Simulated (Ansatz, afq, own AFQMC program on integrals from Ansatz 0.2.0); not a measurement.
**ZrO (quintet): quantum Monte Carlo beside coupled cluster, def2-TZVPP**

Aim: compute ZrO (quintet) with auxiliary-field quantum Monte Carlo on the same integrals as coupled cluster, and set the energies side by side.

Program: Ansatz 0.2.0, Gaussian basis, and an in-house AFQMC program (afq) on its integrals; all values are calculated. Level of theory: def2-TZVPP, frozen cores. These are calculated values, not measurements.

Plan: PBE (unrestricted); CCSD(T) on UHF; r2SCAN (unrestricted); PBE0 (unrestricted); B3LYP (unrestricted); wB97M-V (unrestricted); B2PLYP (unrestricted); CCSDT(Q) on UHF; Phaseless AFQMC, CISD trial on UHF.

### 1 The system

The geometry is a PBE0/def2-TZVP stationary point (not a proven minimum) of the parent state, kept for this charge and spin. No spin-orbit coupling is included. Elements past krypton take def2 core potentials.

2 atoms, charge 0, spin multiplicity 5.

Atoms are counted from 1 here; the program's logs count them from 0.

Bond lengths: Zr1–O2 1.723 Å.

### 2 PBE (unrestricted)

in.yaml

```yaml
crystal:
  periodic: [false, false, false]
  atoms:
    - {symbol: Zr, position_ang: [0.000000, 0.000000, 0.000000]}
    - {symbol: O, position_ang: [0.000000, 0.000000, 1.723000]}
basis:
  gaussian: {orbitals: def2-TZVPP}
magnetization: {spin_polarized: true, initial_magnetization: 4}
hamiltonian: {xc: {name: PBE}}
output: {orbitals: {seedname: orbitals}}
```

Launch:

```
> ansatz run in.yaml --threads 1 --pin off --events-out ev --progress --plain --max-ram 5120MiB --backend cpu
```

Standard output:

```text
Functional definition: PBE
  name "PBE"
  cite "Perdew, Burke & Ernzerhof, Phys. Rev. Lett. 77, 3865 (1996) doi:10.1103/PhysRevLett.77.3865"
  parent pbe
  parameter kappa = 0.804
  parameter beta = 0.06672455060314922
  exchange = pbe_x(kappa = kappa, mu = beta*pi^2/3)
  correlation = pbe_c(beta = beta)
463 factors; their error is unknown
mean field evaluation 1: about -3317.5423 eV, gradient 2.9e1 eV
mean field evaluation 2: about -3300.6107 eV, gradient 6.2e1 eV
mean field evaluation 4: about -3320.9331 eV, gradient 6.3e0 eV
mean field evaluation 8: about -3321.1162 eV, gradient 1.1e-1 eV
mean field evaluation 16: about -3321.1148 eV, gradient 4.7e-5 eV
mean field evaluation 32: about -3320.9758 eV, gradient 1.9e-3 eV
mean field evaluation 64: about -3320.4911 eV, gradient 3.2e-1 eV
mean field evaluation 96: about -3316.8239 eV, gradient 1.3e1 eV
mean field evaluation 128: about -3318.6227 eV, gradient 3.1e0 eV
mean field evaluation 160: about -3320.4138 eV, gradient 6.9e-2 eV
mean field -3321.11481571 eV, -122.0487183448 hartree, gradient 3.0e-6 eV, S^2 6.002633; 13 other end points of the search recorded, 0 dependent functions left out
reference -3321.11485838 eV, -122.0487199128 hartree; 12, 8 occupied and 75, 79 virtual orbitals, 463 factors
Total energy: -3321.11485838 eV, -122.0487199128 hartree
```

It took 27 s on 1 thread of AMD EPYC 7R13 (Zen 3), shared host; peak memory 1.7 GiB.

From the report: ⟨S²⟩ of the determinant 6.003 (pure quintet: 6.00).

### 3 CCSD(T) on UHF

in.yaml: that of step 2 with these lines changed.

```diff
@@ -8,3 +8,2 @@
 magnetization: {spin_polarized: true, initial_magnetization: 4}
-hamiltonian: {xc: {name: PBE}}
-output: {orbitals: {seedname: orbitals}}
+correlation: {method: ccsd_t, electrons: outside_noble_gas, hamiltonian_folder: ham}
```

Launch:

```
> ansatz run in.yaml --threads 1 --pin off --events-out ev --progress --plain --max-ram 15360MiB --backend cuda --devices 0, --max-vram 18GiB
```

Standard output (excerpt; [...] marks lines left out):

```text
Functional definition: HF
  name "HF"
  cite "Fock, Z. Phys. 61, 126 (1930) doi:10.1007/BF01340294"
  parent pbe
[...]
583 factors; integrals over basis functions are off by at most 8.3e-4 eV
[...]
mean field -3300.96987667 eV, -121.3084054898 hartree, gradient 4.0e-6 eV, S^2 6.010324; 47 other end points of the search recorded, 0 dependent functions left out
determinant -3300.96987667 eV, -121.3084054898 hartree, with singles and doubles -3307.85713972 eV, -121.5615077386 hartree
determinant -3300.90959561 eV, -121.3061902019 hartree, with singles and doubles -3307.91421943 eV, -121.5636053793 hartree
determinant -3300.85103476 eV, -121.3040381303 hartree, with singles and doubles -3307.71660098 eV, -121.5563430352 hartree
determinant -3300.81101109 eV, -121.3025672876 hartree, with singles and doubles -3307.77083355 eV, -121.5583360455 hartree
[...]
determinant -3300.85103476 eV, -121.3040381303 hartree, with singles and doubles -3307.72427559 eV, -121.5566250717 hartree
determinant -3300.81101109 eV, -121.3025672876 hartree, with singles and doubles -3307.75110667 eV, -121.5576110958 hartree
determinant -3300.71526252 eV, -121.2990485924 hartree, with singles and doubles -3307.49229148 eV, -121.5480998132 hartree
determinant -3300.67329756 eV, -121.2975064085 hartree, with singles and doubles -3307.48538249 eV, -121.5478459123 hartree
5 core orbitals not correlated: weight in the atoms' cores, before any rotation towards them, 0.797 or more for the frozen orbitals, at most 0.183 for the correlated occupied ones
reference -3300.90959561 eV, -121.3061902019 hartree; 7, 3 occupied and 75, 79 virtual orbitals, 583 factors
second order -6.56067488 eV of doubles, -0.00000000 eV of singles
cycle   1  -6.99403851 eV  change   -9.3e-7 eV  update   6.0e-6
perturbative correction -0.28272596 eV, -0.0103899873 hartree
Total energy: -3308.18636008 eV, -121.5736063638 hartree
```

Wall time 67 s (1 × NVIDIA H100 80GB HBM3 with 1 thread of AMD EPYC 7R13 (Zen 3), shared host); peak host memory 1.7 GiB.

From the report: ⟨S²⟩ of the determinant 6.010 (pure quintet: 6.00); correlation -7.2768 eV; T1 0.024; largest double amplitude 0.06.

This run also writes the integrals to the folder ham.

### 4 r2SCAN (unrestricted)

in.yaml: that of step 3 with these lines changed.

```diff
@@ -8,2 +8,2 @@
 magnetization: {spin_polarized: true, initial_magnetization: 4}
-correlation: {method: ccsd_t, electrons: outside_noble_gas, hamiltonian_folder: ham}
+hamiltonian: {xc: {name: r2SCAN}}
```

Launch:

```
> ansatz run in.yaml --threads 1 --pin off --events-out ev --progress --plain --max-ram 5120MiB --backend cpu
```

Standard output (excerpt; [...] marks lines left out):

```text
Functional definition: r2SCAN
  name "r2SCAN"
  cite "Furness, Kaplan, Ning, Perdew & Sun, J. Phys. Chem. Lett. 11, 8208 (2020) doi:10.1021/acs.jpclett.0c02405"
  cite "Furness, Kaplan, Ning, Perdew & Sun, J. Phys. Chem. Lett. 11, 9248 (2020) doi:10.1021/acs.jpclett.0c03077"
  parent r2scan
[...]
463 factors; their error is unknown
[...]
mean field -3322.65873701 eV, -122.1054564063 hartree, gradient 6.0e-6 eV, S^2 6.005008; 18 other end points of the search recorded, 0 dependent functions left out
reference -3322.65875951 eV, -122.1054572331 hartree; 12, 8 occupied and 75, 79 virtual orbitals, 463 factors
Total energy: -3322.65875951 eV, -122.1054572331 hartree
```

Run time: 63 s. Hardware: 1 thread of AMD EPYC 7R13 (Zen 3), shared host; peak memory 1.7 GiB.

From the report: ⟨S²⟩ of the determinant 6.005 (pure quintet: 6.00).

### 5 PBE0 (unrestricted)

in.yaml: that of step 4 with these lines changed.

```diff
@@ -8,2 +8,3 @@
 magnetization: {spin_polarized: true, initial_magnetization: 4}
-hamiltonian: {xc: {name: r2SCAN}}
+hamiltonian: {xc: {name: PBE0}}
+output: {orbitals: {seedname: orbitals}}
```

Same command.

Standard output:

```text
Functional definition: PBE0
  name "PBE0"
  cite "Adamo & Barone, J. Chem. Phys. 110, 6158 (1999) doi:10.1063/1.478522"
  cite "Perdew, Burke & Ernzerhof, Phys. Rev. Lett. 77, 3865 (1996) doi:10.1103/PhysRevLett.77.3865"
  parent pbe
  parameter a = 0.25
  parameter kappa = 0.804
  parameter beta = 0.06672455060314922
  exchange = (1 - a)*pbe_x(kappa = kappa, mu = beta*pi^2/3) + a*exact_x
  correlation = pbe_c(beta = beta)
541 factors; their error is unknown
mean field evaluation 1: about -3318.1987 eV, gradient 2.4e1 eV
mean field evaluation 2: about -3316.4713 eV, gradient 3.3e1 eV
mean field evaluation 4: about -3320.4592 eV, gradient 1.6e0 eV
mean field evaluation 8: about -3320.5067 eV, gradient 9.5e-2 eV
mean field evaluation 16: about -3320.5068 eV, gradient 3.7e-5 eV
mean field evaluation 32: about -3320.4934 eV, gradient 2.7e-1 eV
mean field -3320.50677118 eV, -122.0263731206 hartree, gradient 7.0e-6 eV, S^2 6.003490; 3 other end points of the search recorded, 0 dependent functions left out
reference -3320.50680282 eV, -122.0263742833 hartree; 12, 8 occupied and 75, 79 virtual orbitals, 541 factors
Total energy: -3320.50680282 eV, -122.0263742833 hartree
```

It took 6 s on 1 thread of AMD EPYC 7R13 (Zen 3), shared host; peak memory 1.7 GiB.

From the report: ⟨S²⟩ of the determinant 6.003 (pure quintet: 6.00).

### 6 B3LYP (unrestricted)

in.yaml: that of step 5 with these lines changed.

```diff
@@ -8,3 +8,2 @@
 magnetization: {spin_polarized: true, initial_magnetization: 4}
-hamiltonian: {xc: {name: PBE0}}
-output: {orbitals: {seedname: orbitals}}
+hamiltonian: {xc: {name: B3LYP}}
```

The command is unchanged.

Standard output (excerpt; [...] marks lines left out):

```text
Functional definition: B3LYP
  name "B3LYP"
  cite "Stephens, Devlin, Chabalowski & Frisch, J. Phys. Chem. 98, 11623 (1994) doi:10.1021/j100096a001"
  cite "Becke, Phys. Rev. A 38, 3098 (1988) doi:10.1103/PhysRevA.38.3098"
  cite "Lee, Yang & Parr, Phys. Rev. B 37, 785 (1988) doi:10.1103/PhysRevB.37.785"
  cite "Vosko, Wilk & Nusair, Can. J. Phys. 58, 1200 (1980) doi:10.1139/p80-159"
[...]
497 factors; their error is unknown
[...]
mean field -3323.27025662 eV, -122.1279293374 hartree, gradient 4.8e-6 eV, S^2 6.002629; 2 other end points of the search recorded, 0 dependent functions left out
reference -3323.27044182 eV, -122.1279361431 hartree; 12, 8 occupied and 75, 79 virtual orbitals, 497 factors
Total energy: -3323.27044182 eV, -122.1279361431 hartree
```

Run time: 5.5 s. Hardware: 1 thread of AMD EPYC 7R13 (Zen 3), shared host; peak memory 1.7 GiB.

From the report: ⟨S²⟩ of the determinant 6.003 (pure quintet: 6.00).

### 7 wB97M-V (unrestricted)

in.yaml: that of step 6 with these lines changed.

```diff
@@ -8,2 +8,3 @@
 magnetization: {spin_polarized: true, initial_magnetization: 4}
-hamiltonian: {xc: {name: B3LYP}}
+hamiltonian: {xc: {name: wB97M-V}}
+output: {orbitals: {seedname: orbitals}}
```

Same command.

Standard output (excerpt; [...] marks lines left out):

```text
Functional definition: wB97M-V
  name "wB97M-V"
  cite "Mardirossian & Head-Gordon, J. Chem. Phys. 144, 214110 (2016) doi:10.1063/1.4952647"
  cite "Becke, J. Chem. Phys. 107, 8554 (1997) doi:10.1063/1.475007"
  cite "Vydrov & Van Voorhis, J. Chem. Phys. 133, 244103 (2010) doi:10.1063/1.3521275"
  # Of w^i u^j: cxij and so on, Table III.
[...]
  gx(w, u) = 1 - cx + cx01*u + cx10*w
  gss(w, u) = css00 + css04*u^4 + css10*w + css20*w^2 + css43*w^4*u^3
  gos(w, u) = cos00 + cos10*w + (cos20 + cos21*u)*w^2 + (cos60 + cos61*u)*w^6
[...]
      + integral(e_c_pw_mod_opposite_spin*gos(b97_w_opposite, b97_u_opposite)) + vv10(b, c)
481 factors; their error is unknown
115 factors; integrals over basis functions are off by at most 1.9e-4 eV
[...]
mean field -3319.92385107 eV, -122.0049512016 hartree, gradient 4.8e-6 eV, S^2 6.003205; 2 other end points of the search recorded, 0 dependent functions left out
reference -3319.92388985 eV, -122.0049526268 hartree; 12, 8 occupied and 75, 79 virtual orbitals, 481 factors
Total energy: -3319.92388985 eV, -122.0049526268 hartree
```

Wall time 28 s (1 thread of AMD EPYC 7R13 (Zen 3), shared host); peak memory 1.7 GiB.

From the report: ⟨S²⟩ of the determinant 6.003 (pure quintet: 6.00).

### 8 B2PLYP (unrestricted)

in.yaml: that of step 7 with these lines changed.

```diff
@@ -8,3 +8,3 @@
 magnetization: {spin_polarized: true, initial_magnetization: 4}
-hamiltonian: {xc: {name: wB97M-V}}
-output: {orbitals: {seedname: orbitals}}
+hamiltonian: {xc: {name: B2PLYP}}
+correlation: {electrons: outside_noble_gas}
```

The command is unchanged.

Standard output (excerpt; [...] marks lines left out):

```text
Functional definition: B2PLYP
  name "B2PLYP"
  cite "Grimme, J. Chem. Phys. 124, 034108 (2006) doi:10.1063/1.2148954"
  cite "Becke, Phys. Rev. A 38, 3098 (1988) doi:10.1103/PhysRevA.38.3098"
  cite "Lee, Yang & Parr, Phys. Rev. B 37, 785 (1988) doi:10.1103/PhysRevB.37.785"
[...]
583 factors; integrals over basis functions are off by at most 8.3e-4 eV
[...]
mean field -3314.94580306 eV, -121.8220113114 hartree, gradient 2.2e-6 eV, S^2 6.004904; 8 other end points of the search recorded, 0 dependent functions left out
5 core orbitals not correlated: weight in the atoms' cores, before any rotation towards them, 0.866 or more for the frozen orbitals, at most 0.118 for the correlated occupied ones
reference -3314.94592020 eV, -121.8220156164 hartree; 7, 3 occupied and 75, 79 virtual orbitals, 583 factors
second order -8.10225110 eV of doubles, -0.00000000 eV of singles
Total energy: -3317.13352800 eV, -121.9024087201 hartree
```

Run time: 17 s. Hardware: 1 thread of AMD EPYC 7R13 (Zen 3), shared host; peak memory 1.7 GiB.

From the report: ⟨S²⟩ of the determinant 6.005 (pure quintet: 6.00).

### 9 CCSDT(Q) on UHF

in.yaml: that of step 8 with these lines changed.

```diff
@@ -8,3 +8,2 @@
 magnetization: {spin_polarized: true, initial_magnetization: 4}
-hamiltonian: {xc: {name: B2PLYP}}
-correlation: {electrons: outside_noble_gas}
+correlation: {method: ccsdt_q, electrons: outside_noble_gas}
```

Launch:

```
> ansatz run in.yaml --threads 1 --pin off --events-out ev --progress --plain --max-ram 15360MiB --backend cuda --devices 0, --max-vram 18GiB
```

Standard output (excerpt; [...] marks lines left out):

```text
Functional definition: HF
  name "HF"
  cite "Fock, Z. Phys. 61, 126 (1930) doi:10.1007/BF01340294"
  parent pbe
[...]
1067 factors; integrals over basis functions are off by at most 1.9e-7 eV
[...]
mean field -3300.96989235 eV, -121.3084060661 hartree, gradient 4.1e-6 eV, S^2 6.010324; 48 other end points of the search recorded, 0 dependent functions left out
determinant -3300.96989235 eV, -121.3084060661 hartree, with singles and doubles -3307.85725952 eV, -121.5615121411 hartree
determinant -3300.90961128 eV, -121.3061907775 hartree, with singles and doubles -3307.91420886 eV, -121.5636049910 hartree
determinant -3300.85116796 eV, -121.3040430253 hartree, with singles and doubles -3307.71658854 eV, -121.5563425781 hartree
determinant -3300.81102659 eV, -121.3025678570 hartree, with singles and doubles -3307.77089171 eV, -121.5583381826 hartree
[...]
determinant -3300.81102659 eV, -121.3025678570 hartree, with singles and doubles -3307.75112273 eV, -121.5576116861 hartree
determinant -3300.71527986 eV, -121.2990492298 hartree, with singles and doubles -3307.49230859 eV, -121.5481004418 hartree
determinant -3300.67331503 eV, -121.2975070507 hartree, with singles and doubles -3307.48539743 eV, -121.5478464615 hartree
5 core orbitals not correlated: weight in the atoms' cores, before any rotation towards them, 0.797 or more for the frozen orbitals, at most 0.183 for the correlated occupied ones
reference -3300.90961128 eV, -121.3061907775 hartree; 7, 3 occupied and 75, 79 virtual orbitals, 1067 factors
second order -6.56068009 eV of doubles, -0.00000000 eV of singles
cycle   1  -6.71921783 eV  change   -1.6e-1 eV  update   9.1e-2
[...]
cycle  37  -7.30360880 eV  change   -1.6e-7 eV  update   5.6e-7
perturbative correction -0.01323125 eV, -0.0004862396 hartree
Total energy: -3308.22645133 eV, -121.5750796899 hartree
```

Wall time 80 s (1 × NVIDIA H100 80GB HBM3 with 1 thread of AMD EPYC 7R13 (Zen 3), shared host); peak host memory 1.7 GiB.

From the report: ⟨S²⟩ of the determinant 6.010 (pure quintet: 6.00); correlation -7.3168 eV; T1 0.026; largest double amplitude 0.08.

### 10 Phaseless AFQMC, CISD trial on UHF

It reads the integrals that the CCSD(T) run on this determinant wrote.

Launch:

```
> afq ham --method phaseless --trial cisd --walkers 1900 --populations 20 --least-time 60 --time-step 0.005 --steps-per-block 50 --equilibration-blocks 40 --max-blocks 4000 --target-error 0.00019 --factor-cut 1e-05 --start spin_pure --seed 9159 --release-times 0.24,0.51,0.99,1.62,2.4 --release-step 0.03 --release-every 3 --taylor-order 6
```

Standard output:

```text
orbitals 82  electrons 7 3  factors 582 of 583
reference energy -121.30619020 Eh
CCSD correlation -0.25702611 Eh in 17 cycles, weight of the determinant in the CISD state 0.8982
energy of the start -121.563101 Eh
 block  time / (1/Eh)  mean weight  energy / Eh
     1     0.250  0.9996  -121.563150
     2     0.500  0.9996  -121.566453
     3     0.750  1.0002  -121.567883
     4     1.000  0.9996  -121.569055
     5     1.250  0.9993  -121.569656
     6     1.500  1.0000  -121.571062
     7     1.750  1.0004  -121.571831
     8     2.000  1.0003  -121.573135
     9     2.250  0.9994  -121.572782
    10     2.500  0.9991  -121.571807
    13     3.250  1.0001  -121.575033
    17     4.250  0.9997  -121.572943
    21     5.250  1.0000  -121.574397
    25     6.250  1.0004  -121.572995
    29     7.250  1.0004  -121.572952
    33     8.250  1.0007  -121.572871
    37     9.250  1.0006  -121.573703
    41    10.250  0.9991  -121.573676
    45    11.250  1.0002  -121.574140
    49    12.250  1.0008  -121.574540
    53    13.250  0.9999  -121.574319
    57    14.250  1.0004  -121.573447
    61    15.250  0.9998  -121.573960
    65    16.250  1.0002  -121.574310
    69    17.250  0.9995  -121.572808
    73    18.250  0.9997  -121.572460
    77    19.250  0.9998  -121.573772
    81    20.250  1.0005  -121.572097
    85    21.250  1.0002  -121.573054
    89    22.250  1.0002  -121.573488
    93    23.250  1.0004  -121.574169
    97    24.250  1.0009  -121.572671
   101    25.250  0.9997  -121.572094
   105    26.250  1.0003  -121.573004
   109    27.250  1.0007  -121.573014
   113    28.250  1.0002  -121.572295
   117    29.250  0.9994  -121.570607
   121    30.250  0.9996  -121.572640
   125    31.250  1.0004  -121.572535
   129    32.250  0.9997  -121.572910
   133    33.250  0.9996  -121.572307
   137    34.250  1.0008  -121.572277
   141    35.250  1.0001  -121.574671
   145    36.250  0.9997  -121.572107
   149    37.250  1.0001  -121.571711
   153    38.250  0.9991  -121.574069
   157    39.250  0.9996  -121.574077
   161    40.250  0.9991  -121.572985
   165    41.250  1.0007  -121.572259
   169    42.250  1.0000  -121.573319
   173    43.250  1.0007  -121.572943
   177    44.250  1.0000  -121.572654
   181    45.250  1.0002  -121.573527
   185    46.250  0.9999  -121.575013
   189    47.250  1.0002  -121.572896
   193    48.250  0.9997  -121.572135
error from the spread of 20 populations
released: time / (1/Eh)  energy / Eh  error  mean overlap
  0.24  -121.573215  0.000404  0.9973
  0.51  -121.572507  0.001286  0.9935
  0.99  -121.574564  0.000408  0.9916
  1.62  -121.574339  0.000319  0.9930
  2.40  -121.574467  0.000542  0.9975
energy -121.573197 +/- 0.000092 Eh
```

It took 4 min on 1 × NVIDIA H100 80GB HBM3 with 2 threads of AMD EPYC 7R13 (Zen 3), shared host; peak host memory 1.8 GiB.

Energy -3308.1752 ± 0.0025 eV. Caveats: constraint bias not in the error.

### 11 All levels side by side

On the UHF determinant, counted from CCSDT(Q) (a yardstick, not exact):

```csv
level,energy (eV),from CCSDT(Q) (meV),statistical error (meV),time
HF,-3300.9096,+7316.9,,
MP2,-3307.4703,+756.2,,
CCSD,-3307.9036,+322.8,,
CCSD(T),-3308.1864,+40.1,,
CCSDT(Q),-3308.2265,0.0,,
"Phaseless AFQMC, CISD trial, step 0.005, 1900 walkers",-3308.1752,+51.2,2.5,4 min
```

The functionals' totals stand on their own zeros and serve differences with other points: PBE -3321.115 eV; r2SCAN -3322.659 eV; PBE0 -3320.507 eV; B3LYP -3323.270 eV; wB97M-V -3319.924 eV; B2PLYP -3317.134 eV.

### 12 Results

| quantity | value |
| --- | --- |
| CCSD(T) on UHF from CCSDT(Q) | +40.1 meV |
| Phaseless AFQMC, CISD trial on UHF from CCSDT(Q) | +51.2 ± 2.5 meV |

What this shows: On UHF the phaseless walk with the CISD trial lies +51.2 meV from CCSDT(Q), 20 times its error bar. Error bars are statistical and leave out the constraint, the time step and what remains of the start. Zr carries a core potential, and spin-orbit coupling is left out.
